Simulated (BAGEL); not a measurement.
# triplet AlH2SOF: levels of theory compared

Aim: a comparison of 3 runs (UHF/3-21G, ROHF/6-31G*, ROHF/6-311+G**) of triplet AlH2SOF. 

Program for the calculation: BAGEL 1.2.2.

### 1 Starting point

AlH2SOF: 6 atoms, total charge 0, spin state triplet. SMILES of the parent species: `[OH][Al]([F])[SH]`. The coordinates come from a PBE0-D4/def2-TZVP relaxation. This is one conformer, not always the lowest. That shape belongs to the parent species and isn't relaxed for this state.

Bond lengths: O1–Al2 1.679 Å, Al2–F3 1.641 Å, Al2–S4 2.167 Å, O1–H5 0.955 Å, S4–H6 1.345 Å. Angles: O1–Al2–F3 118.1°, O1–Al2–S4 123.1°, F3–Al2–S4 118.8°, Al2–O1–H5 125.1°, Al2–S4–H6 92.0°.

### 2 A single-point energy at UHF/3-21G (density fitting with qzvpp-jkfit) (run 1)

Contents of hf.json:

```json
{ "bagel": [

{
  "title": "molecule",
  "basis": "3-21g",
  "df_basis": "qzvpp-jkfit",
  "angstrom": true,
  "geometry": [
    { "atom": "O", "xyz": [    1.399600,   -0.456300,   -1.028900 ] },
    { "atom": "Al", "xyz": [    0.238600,   -0.260800,    0.168100 ] },
    { "atom": "F", "xyz": [    0.421300,   -1.101000,    1.565700 ] },
    { "atom": "S", "xyz": [   -1.478600,    1.043100,   -0.050300 ] },
    { "atom": "H", "xyz": [    1.392200,   -0.019300,   -1.877900 ] },
    { "atom": "H", "xyz": [   -1.931000,    0.730400,    1.177100 ] }
  ]
},
{
  "title": "uhf",
  "nopen": 2
},
{
  "title": "print",
  "file": "orbitals.molden",
  "orbitals": true
}

]}
```

Command:

```bash
$ BAGEL_NUM_THREADS=1 BAGEL hf.json > hf.out
```

The program printed:

```text
* using 1 threads per process

  ===============================================================
  ===============================================================

  *** Geometry ***

  { "atom" : "O", "xyz" : [      2.644861,     -0.862282,     -1.944339 ] },
  { "atom" : "Al", "xyz" : [      0.450889,     -0.492841,      0.317663 ] },
  { "atom" : "F", "xyz" : [      0.796142,     -2.080588,      2.958744 ] },
  { "atom" : "S", "xyz" : [     -2.794149,      1.971173,     -0.095053 ] },
  { "atom" : "H", "xyz" : [      2.630877,     -0.036472,     -3.548717 ] },
  { "atom" : "H", "xyz" : [     -3.649061,      1.380256,      2.224397 ] },

  Number of auxiliary basis functions:      446

  Since a DF basis is specified, we compute 2- and 3-index integrals:
    o Being stored without compression. Storage requirement is 0.008 GB

  Number of basis functions:       48
  Number of electrons      :       48

    * METHOD: MOLECULE                             0.14

  *** Open-shell HF ***

  === Nuclear Repulsion ===
   200.4958306349

      * DIIS with orbital gradients will be used.

  === UHF iteration (3-21g) ===
      0       -810.31985147          0.07319763           0.06
      1       -810.48566630          0.05418380           0.06
      2       -810.56065530          0.03707561           0.06
      3       -810.61466408          0.00212612           0.06
      4       -810.61656143          0.00109832           0.06
      5       -810.61722476          0.00051382           0.06
      6       -810.61748899          0.00023895           0.06
      7       -810.61763578          0.00015538           0.06
      8       -810.61776249          0.00011886           0.06
      9       -810.61786184          0.00007548           0.06
     10       -810.61792391          0.00003903           0.06
     11       -810.61793681          0.00002091           0.06
     12       -810.61793956          0.00001142           0.06
     13       -810.61793984          0.00000662           0.06
     14       -810.61794054          0.00000362           0.06
     15       -810.61794060          0.00000167           0.06
     16       -810.61794061          0.00000077           0.06
     17       -810.61794061          0.00000033           0.06
     18       -810.61794061          0.00000013           0.06
     19       -810.61794061          0.00000006           0.06
     20       -810.61794061          0.00000003           0.06
     21       -810.61794061          0.00000002           0.06
     22       -810.61794061          0.00000002           0.06
     23       -810.61794061          0.00000001           0.06
    * SCF iteration converged.

    * S^2 (UHF) is 2.0062

    * Permanent dipole moment:
           (    1.458277,    -1.269813,     0.505954) a.u.

    * METHOD: UHF                                  1.51

    * METHOD: PRINT                                0.01

  ===============================================================
```

Wall time 1.8 s (1 thread of Arm Neoverse V1, shared host); peak memory 0.082 GiB.

### 3 A single-point energy at ROHF/6-31G(d) (density fitting with qzvpp-jkfit, spherical functions) (run 2)

Contents of input.json:

```json
{ "bagel": [

{
  "title": "molecule",
  "basis": "6-31gs.json",
  "df_basis": "qzvpp-jkfit",
  "angstrom": "true",
  "geometry": [
    { "atom": "O", "xyz": [    1.399600,   -0.456300,   -1.028900 ] },
    { "atom": "Al", "xyz": [    0.238600,   -0.260800,    0.168100 ] },
    { "atom": "F", "xyz": [    0.421300,   -1.101000,    1.565700 ] },
    { "atom": "S", "xyz": [   -1.478600,    1.043100,   -0.050300 ] },
    { "atom": "H", "xyz": [    1.392200,   -0.019300,   -1.877900 ] },
    { "atom": "H", "xyz": [   -1.931000,    0.730400,    1.177100 ] }
  ]
},
{
  "title": "rohf",
  "nopen": 2
},
{
  "title": "print",
  "file": "orbitals.molden",
  "orbitals": "true"
}

]}
```

The basis set 6-31G* is read from a file made from the Basis Set Exchange's data (not shown).

Command:

```bash
$ BAGEL_NUM_THREADS=1 BAGEL input.json > input.out
```

The program printed:

```text
* using 1 threads per process

  ===============================================================
  ===============================================================

  *** Geometry ***

  { "atom" : "O", "xyz" : [      2.644861,     -0.862282,     -1.944339 ] },
  { "atom" : "Al", "xyz" : [      0.450889,     -0.492841,      0.317663 ] },
  { "atom" : "F", "xyz" : [      0.796142,     -2.080588,      2.958744 ] },
  { "atom" : "S", "xyz" : [     -2.794149,      1.971173,     -0.095053 ] },
  { "atom" : "H", "xyz" : [      2.630877,     -0.036472,     -3.548717 ] },
  { "atom" : "H", "xyz" : [     -3.649061,      1.380256,      2.224397 ] },

  Number of auxiliary basis functions:      446

  Since a DF basis is specified, we compute 2- and 3-index integrals:
    o Being stored without compression. Storage requirement is 0.016 GB

  Number of basis functions:       68
  Number of electrons      :       48

    * METHOD: MOLECULE                             0.19

  *** Open-shell HF ***

  === Nuclear Repulsion ===
   200.4958306349

      * DIIS with orbital gradients will be used.

  === ROHF iteration (6-31gs.json) ===
      0       -814.43204931          0.06055457           0.09
      1       -814.56660025          0.05250815           0.09
      2       -814.68829930          0.03906799           0.09
      3       -814.82658376          0.00265900           0.09
      4       -814.83083970          0.00125405           0.09
      5       -814.83184211          0.00060648           0.09
      6       -814.83210204          0.00026508           0.09
      7       -814.83224980          0.00014270           0.09
      8       -814.83233485          0.00011520           0.09
      9       -814.83242742          0.00009379           0.09
     10       -814.83251138          0.00008059           0.09
     11       -814.83260709          0.00006628           0.09
     12       -814.83264618          0.00004473           0.09
     13       -814.83266667          0.00003824           0.09
     14       -814.83268464          0.00001365           0.09
     15       -814.83268955          0.00000602           0.09
     16       -814.83269027          0.00000338           0.09
     17       -814.83268964          0.00000280           0.09
     18       -814.83269002          0.00000162           0.09
     19       -814.83269040          0.00000097           0.09
     20       -814.83269075          0.00000040           0.09
     21       -814.83269098          0.00000020           0.09
     22       -814.83269099          0.00000011           0.09
     23       -814.83269093          0.00000008           0.09
     24       -814.83269094          0.00000006           0.09
     25       -814.83269093          0.00000005           0.09
     26       -814.83269093          0.00000005           0.09
     27       -814.83269093          0.00000004           0.09
     28       -814.83269093          0.00000003           0.09
     29       -814.83269093          0.00000003           0.09
     30       -814.83269093          0.00000002           0.09
     31       -814.83269093          0.00000002           0.09
     32       -814.83269093          0.00000001           0.09
     33       -814.83269093          0.00000001           0.09
    * SCF iteration converged.

    * S^2 (ROHF) is 2.0000

    * Permanent dipole moment:
           (    1.641530,    -1.363357,     0.444841) a.u.

    * METHOD: ROHF                                 3.16

    * METHOD: PRINT                                0.01

  ===============================================================
```

It took 3.6 s on 1 thread of Arm Neoverse V1, shared host; peak memory 0.093 GiB.

### 4 A single-point energy at ROHF/6-311+G(d,p) (density fitting with qzvpp-jkfit) (run 3)

Contents of job.json:

```json
{ "bagel" : [

{
  "title" : "molecule",
  "basis" : "6-311+gss.json",
  "df_basis" : "qzvpp-jkfit",
  "angstrom" : true,
  "geometry" : [
    { "atom" : "O", "xyz" : [       1.399600,      -0.456300,      -1.028900 ] },
    { "atom" : "Al", "xyz" : [       0.238600,      -0.260800,       0.168100 ] },
    { "atom" : "F", "xyz" : [       0.421300,      -1.101000,       1.565700 ] },
    { "atom" : "S", "xyz" : [      -1.478600,       1.043100,      -0.050300 ] },
    { "atom" : "H", "xyz" : [       1.392200,      -0.019300,      -1.877900 ] },
    { "atom" : "H", "xyz" : [      -1.931000,       0.730400,       1.177100 ] }
  ]
},

{
  "title" : "rohf",
  "nopen" : 2
},

{
  "title" : "print",
  "file" : "orbitals.molden",
  "orbitals" : true
}

]}
```

The basis set 6-311+G** is read from a file made from the Basis Set Exchange's data (not shown).

Command:

```bash
$ BAGEL_NUM_THREADS=1 BAGEL job.json > job.out
```

The program printed:

```text
* using 1 threads per process

  ===============================================================
  ===============================================================

  *** Geometry ***

  { "atom" : "O", "xyz" : [      2.644861,     -0.862282,     -1.944339 ] },
  { "atom" : "Al", "xyz" : [      0.450889,     -0.492841,      0.317663 ] },
  { "atom" : "F", "xyz" : [      0.796142,     -2.080588,      2.958744 ] },
  { "atom" : "S", "xyz" : [     -2.794149,      1.971173,     -0.095053 ] },
  { "atom" : "H", "xyz" : [      2.630877,     -0.036472,     -3.548717 ] },
  { "atom" : "H", "xyz" : [     -3.649061,      1.380256,      2.224397 ] },

  Number of auxiliary basis functions:      446

  Since a DF basis is specified, we compute 2- and 3-index integrals:
    o Being stored without compression. Storage requirement is 0.048 GB

  Number of basis functions:      116
  Number of electrons      :       48

    * METHOD: MOLECULE                             0.23

  *** Open-shell HF ***

  === Nuclear Repulsion ===
   200.4958306349

      * DIIS with orbital gradients will be used.

  === ROHF iteration (6-311+gss.json) ===
      0       -814.39696467          0.06985049           0.18
      1       -814.35625334          0.07633026           0.18
      2       -814.51805810          0.06510372           0.18
      3       -814.93884680          0.00515894           0.18
      4       -814.95248458          0.00246607           0.18
      5       -814.95688813          0.00128091           0.18
      6       -814.95834909          0.00060901           0.18
      7       -814.95871021          0.00023733           0.18
      8       -814.95885842          0.00017240           0.18
      9       -814.95896105          0.00009318           0.18
     10       -814.95901742          0.00007319           0.17
     11       -814.95907341          0.00005588           0.17
     12       -814.95910098          0.00004328           0.17
     13       -814.95912514          0.00003110           0.17
     14       -814.95913646          0.00001618           0.18
     15       -814.95914198          0.00000960           0.18
     16       -814.95914322          0.00000575           0.18
     17       -814.95914416          0.00000378           0.18
     18       -814.95914435          0.00000259           0.18
     19       -814.95914420          0.00000181           0.18
     20       -814.95914415          0.00000150           0.18
     21       -814.95914405          0.00000105           0.18
     22       -814.95914414          0.00000073           0.18
     23       -814.95914411          0.00000043           0.18
     24       -814.95914422          0.00000023           0.18
     25       -814.95914429          0.00000012           0.18
     26       -814.95914429          0.00000008           0.18
     27       -814.95914429          0.00000002           0.18
     28       -814.95914429          0.00000001           0.18
     29       -814.95914429          0.00000001           0.18
    * SCF iteration converged.

    * S^2 (ROHF) is 2.0000

    * Permanent dipole moment:
           (    1.250064,    -1.187636,     0.629650) a.u.

    * METHOD: ROHF                                 5.57

    * METHOD: PRINT                                0.03

  ===============================================================
```

Wall time 6 s (1 thread of Arm Neoverse V1, shared host); peak memory 0.15 GiB.

### 5 Overview of the runs

```
run                                                                level  energy (Eh)  dipole moment (D)   ⟨S²⟩  wall time
  1                         UHF/3-21G (density fitting with qzvpp-jkfit)  -810.617941               5.08  2.006      1.8 s
  2  ROHF/6-31G* (density fitting with qzvpp-jkfit, spherical functions)  -814.832691               5.54  2.000      3.6 s
  3                    ROHF/6-311+G** (density fitting with qzvpp-jkfit)  -814.959144               4.67  2.000        6 s
```

### 6 Outcome

| quantity | value |
| --- | --- |
| run 3: total energy | -814.95914 Eh |
| run 3: dipole moment | 4.67 D |
| run 3: ⟨S²⟩ | 2.000 |

What this shows: The dipole moment (its size) runs from 4.67 D (ROHF/6-311+G**) to 5.54 D (ROHF/6-31G*). All runs together took 11 s, the longest 6 s.
